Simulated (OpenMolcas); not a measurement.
**One shape, several levels: triplet [SiF3]−**

We compute a comparison of 6 runs (UHF/STO-3G, U-r2SCAN/STO-3G, UB3LYP/STO-3G, UPBE/STO-3G, UPBE0/STO-3G, ROMP2/STO-3G) of triplet [SiF3]−. 

Program for the calculation: OpenMolcas 26.06.

3 further runs of the same task are left out: 1 that didn't finish, 2 set aside as unsound or not needed.

### Step 1. The system as given

The species is [SiF3]− (4 atoms), meant as a triplet with charge -1. As SMILES of the parent species, `F[Si-](F)F`. The coordinates come from a GFN2-xTB relaxation. That shape belongs to the parent species and isn't relaxed for this state.

Bond lengths: Si1–F2 1.693 Å, Si1–F3 1.696 Å, Si1–F4 1.697 Å. Angles: F2–Si1–F3 93.7°, F2–Si1–F4 93.6°, F3–Si1–F4 93.7°.

### Step 2. A single-point energy at UHF/STO-3G (run 1)

The input, run.inp:

```
&GATEWAY
 BasLib=$CurrDir
 Coord
 4
 angstrom
 Si      -0.004470       0.005770       0.685050
 F        1.428310      -0.030960      -0.216950
 F       -0.687310       1.250250      -0.242810
 F       -0.736530      -1.225060      -0.225300
 Basis=STO-3G
 Group=NoSym

&SEWARD

&SCF
 UHF
 Charge=-1
 Spin=3
 Thresholds=1e-10 1e-07 1e-07 1e-05
 PrOrbitals=1 1
```

The basis set STO-3G is read from a file made from the Basis Set Exchange's data (not shown).

Command:

```console
$ export MOLCAS_MEM=1860
$ pymolcas run.inp > run.log
```

What it wrote:

```text
--- Start Module: gateway ---
[...]
--- Stop Module: gateway /rc=_RC_ALL_IS_WELL_ ---
--- Start Module: seward ---
[...]
      Basis functions           24
--- Stop Module: seward /rc=_RC_ALL_IS_WELL_ ---
--- Start Module: scf ---
[...]
       Convergence after  26 Iterations
[...]
::    Total SCF energy                               -579.3084384493
[...]
      Total spin, S                                     1.0040606118
[...]
      Total electronic charge=   42.000000
      Total            charge=   -1.000000
[...]
      Dipole Moment (debye):
      Origin of the operator (angstrom)=   -0.0005    0.0006    0.0724
                   X= -4.2270E-02               Y= -4.7182E-02               Z=  1.6127E+00           Total=  1.6139E+00
      Center of Charge (angstrom)
[...]
--- Stop Module: scf /rc=_RC_ALL_IS_WELL_ ---
[...]
```

It took 2.1 s on 1 thread of Arm Neoverse V1, shared host; peak memory 0.37 GiB.

### Step 3. The energy at U-r2SCAN/STO-3G (run 2)

The input, run.input:

```
&GATEWAY
 BasLib
 $CurrDir
 Coord
 4
 angstrom
 Si      -0.004470       0.005770       0.685050
 F        1.428310      -0.030960      -0.216950
 F       -0.687310       1.250250      -0.242810
 F       -0.736530      -1.225060      -0.225300
 Basis
 STO-3G
 Group
 NoSym

&SEWARD
 GridInput
 Grid=UltraFine
 End of Grid

&SCF
 UHF
 Charge
 -1
 Spin
 3
 KSDFT
 2
 1.0 MGGA_X_R2SCAN
 1.0 MGGA_C_R2SCAN
 Thresholds
 1e-10 1e-07 1e-07 1e-05
 PrOrbitals
 1 1
```

The basis set STO-3G is read from a file made from the Basis Set Exchange's data (not shown).

Command:

```console
$ export MOLCAS_MEM=1860
$ pymolcas run.input > run.log
```

What it wrote:

```text
--- Start Module: gateway ---
[...]
--- Stop Module: gateway /rc=_RC_ALL_IS_WELL_ ---
--- Start Module: seward ---
[...]
      Basis functions           24
--- Stop Module: seward /rc=_RC_ALL_IS_WELL_ ---
--- Start Module: scf ---
[...]
       Convergence after  35 Iterations
[...]
::    Total KS-DFT energy                            -580.8348556868
[...]
      Total spin, S                                     1.0005207956
[...]
      Total electronic charge=   42.000000
      Total            charge=   -1.000000
[...]
      Dipole Moment (debye):
      Origin of the operator (angstrom)=   -0.0005    0.0006    0.0724
                   X= -1.0778E-01               Y= -1.8343E-01               Z= -1.1515E-02           Total=  2.1306E-01
      Center of Charge (angstrom)
[...]
--- Stop Module: scf /rc=_RC_ALL_IS_WELL_ ---
[...]
```

Wall time 18 s (1 thread of Arm Neoverse V1, shared host); peak memory 0.37 GiB.

Run 3 isn't shown in full; the table further down has it.

### Step 4. The energy at UPBE/STO-3G (run 4)

The input, run.input:

```
&GATEWAY
 BasLib=$CurrDir
 Coord
 4
 angstrom
 Si      -0.004470       0.005770       0.685050
 F        1.428310      -0.030960      -0.216950
 F       -0.687310       1.250250      -0.242810
 F       -0.736530      -1.225060      -0.225300
 Basis=STO-3G
 Group=NoSym

&SEWARD
 GridInput
 Grid=UltraFine
 End of Grid

&SCF
 UHF
 Charge=-1
 Spin=3
 KSDFT=PBE
 Thresholds=1e-10 1e-07 1e-07 1e-05
 PrOrbitals=1 1
```

The basis set STO-3G is read from a file made from the Basis Set Exchange's data (not shown).

Command:

```console
$ export MOLCAS_MEM=1860
$ pymolcas run.input > run.log
```

What it wrote:

```text
--- Start Module: gateway ---
[...]
--- Stop Module: gateway /rc=_RC_ALL_IS_WELL_ ---
--- Start Module: seward ---
[...]
      Basis functions           24
--- Stop Module: seward /rc=_RC_ALL_IS_WELL_ ---
--- Start Module: scf ---
[...]
       Convergence after 143 Iterations
[...]
::    Total KS-DFT energy                            -580.4759006475
[...]
      Total spin, S                                     1.0002669548
[...]
      Total electronic charge=   42.000000
      Total            charge=   -1.000000
[...]
      Dipole Moment (debye):
      Origin of the operator (angstrom)=   -0.0005    0.0006    0.0724
                   X= -1.1242E-01               Y= -2.0075E-01               Z= -3.2946E-01           Total=  4.0185E-01
      Center of Charge (angstrom)
[...]
--- Stop Module: scf /rc=_RC_ALL_IS_WELL_ ---
[...]
```

Run time: 50 s. Hardware: 1 thread of Arm Neoverse V1, shared host; peak memory 0.37 GiB.

Run 5 isn't shown in full; the table further down has it.

### Step 5. A single-point energy at ROMP2/STO-3G (run 6)

The input, run.input:

```
* F3Si ROMP2
>>> EXPORT MOLCAS_PRINT=2

&gateway
 baslib=$CurrDir
 coord
 4
 angstrom
 Si      -0.004470       0.005770       0.685050
 F        1.428310      -0.030960      -0.216950
 F       -0.687310       1.250250      -0.242810
 F       -0.736530      -1.225060      -0.225300
 basis=STO-3G
 group=NoSym

&seward

&scf
 uhf
 charge=-1
 spin=3
 thresholds=1e-10 1e-07 1e-07 1e-05
 prorbitals=1 1

&rasscf
 fileorb=$Project.UnaOrb
 spin=3
 nactel=2 0 0
 inactive=20
 ras2=2
 outorbitals=Canonical
 orblisting=Nothing

&caspt2
 ipea=0.0
 frozen=8
```

The basis set STO-3G is read from a file made from the Basis Set Exchange's data (not shown).

Command:

```console
$ export MOLCAS_MEM=1860
$ pymolcas run.input > run.log
```

What it wrote:

```text
--- Start Module: gateway ---
[...]
--- Stop Module: gateway /rc=_RC_ALL_IS_WELL_ ---
[...]
      Basis functions           24
[...]
       Convergence after  26 Iterations
[...]
::    Total SCF energy                               -579.3084384493
[...]
      Total spin, S                                     1.0040606118
[...]
--- Start Module: rasscf ---
[...]
      Number of active orbitals                  2
[...]
      Spin quantum number                      1.0
[...]
      Active orbitals                            2
[...]
      Number of CSFs                             1
[...]
      Number of root(s) required                 1
[...]
      Convergence after 14 iterations
[...]
      printout of CI-coefficients larger than  0.05 for root  1
      energy=    -579.304798
      conf/sym  11     Coeff  Weight
             1  uu   1.00000 1.00000
      Natural orbitals and occupation numbers for root  1
      sym 1:   1.000000   1.000000
      ************************************************************************************************************************
      *                                                    Final results                                                     *
[...]
::    RASSCF root number  1 Total energy:   -579.30479801
[...]
      Total electronic charge=   42.000000
      Total            charge=   -1.000000
[...]
      Dipole Moment (debye):
      Origin of the operator (angstrom)=   -0.0005    0.0006    0.0724
                   X= -2.0031E-02               Y= -9.6690E-03               Z=  1.6342E+00           Total=  1.6344E+00
      Center of Charge (angstrom)
[...]
--- Stop Module: rasscf /rc=_RC_ALL_IS_WELL_ ---
--- Start Module: caspt2 ---
[...]
      E2 (Variational):          -0.0620654503
      Total energy:            -579.3668634648
[...]
      Reference weight:           0.96034
[...]
::    CASPT2 Root  1     Total energy:   -579.36686346
[...]
```

Wall time 3 s (1 thread of Arm Neoverse V1, shared host); peak memory 0.37 GiB.

### Step 6. All runs side by side

| run | level | integration grid | frozen core orbitals | energy (Eh) | HOMO energy (eV) | ⟨S²⟩ | wall time |
| --- | --- | --- | --- | --- | --- | --- | --- |
| 1 | UHF/STO-3G | – | – | -579.308438 | 10.38 | 2.012 | 2.1 s |
| 2 | U-r2SCAN/STO-3G | UltraFine | – | -580.834856 | 15.35 | 2.002 | 18 s |
| 3 | UB3LYP/STO-3G | UltraFine | – | -580.899502 | 14.47 | 2.002 | 11 s |
| 4 | UPBE/STO-3G | UltraFine | – | -580.475901 | 15.74 | 2.001 | 50 s |
| 5 | UPBE0/STO-3G | UltraFine | – | -580.570008 | 14.10 | 2.003 | 11 s |
| 6 | ROMP2/STO-3G | – | 8 | -579.366863 | – | – | 3 s |

### Step 7. What came out

| quantity | value |
| --- | --- |
| run 6: total energy | -579.36686 Eh |

**Reading.** Totals of different functionals can't be ranked against each other. In runs 1, 2, 3, 4, 5 the HOMO lies above zero, so the outermost electron may be held by the basis alone. In runs 1, 2, 3, 4, 5, 6 the basis is minimal, so the values are rough. All runs together took 96 s, the longest 50 s.
